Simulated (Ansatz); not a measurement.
# Nb (bcc type): the cost of one run

Method: DFT PBEsol, with the methods named in each step, in Ansatz 0.2.0.

1 further run of the same task is left out (it didn't finish). Runs told in other sessions of the task aren't counted.

## Step 1: The structure to begin with

Symmetry: Im-3m, No. 229, cubic system. The conventional cell has a = 3.271 Å, b = 3.271 Å, c = 3.271 Å, α = 90.00°, β = 90.00°, γ = 90.00°. Nb (site symmetry m-3m) has 8 Nb at 2.83 Å in its first shell of neighbours.

As a file:

```cif
data_structure
_symmetry_space_group_name_H-M 'P 1'
_symmetry_Int_Tables_number 1
_cell_length_a 2.8324
_cell_length_b 2.8324
_cell_length_c 2.8324
_cell_angle_alpha 109.471
_cell_angle_beta 109.471
_cell_angle_gamma 109.471
_cell_volume 17.49
loop_
_atom_site_label
_atom_site_type_symbol
_atom_site_fract_x
_atom_site_fract_y
_atom_site_fract_z
_atom_site_occupancy
Nb1 Nb 0.00000 0.00000 0.00000 1
```

Whether this phase is the stable one at these pressures isn't tested.

## Step 2: Cell relaxed at zero pressure, PAW

File input.yaml:

```yaml
crystal:
  lattice:
    - [-1.6353150549, 1.6353150549, 1.6353150549]
    - [1.6353150549, -1.6353150549, 1.6353150549]
    - [1.6353150549, 1.6353150549, -1.6353150549]
  atoms:
    - { symbol: Nb, position: [0.0, 0.0, 0.0] }
kpoints:
  mp_grid: { grid: [16, 16, 16] }
scf:
  occupations: { method: fermi_dirac, width: 0.1 }
hamiltonian:
  xc: pbesol
  pseudopotentials: { kind: paw }
output:
  forces: true
  stress: true
relax:
  f_tol: 0.005
  max_steps: 40
  cell: {}
```

Launch:

```sh
$ ansatz run input.yaml --threads 1 --pin off --max-ram 2048MiB --backend cpu --events-out ev --progress --plain --runs-dir out
```

Q: Estimate wall time and peak memory on 1 thread of Arm Neoverse V1, shared host.

About 6 s, with a peak of 0.3 GiB.
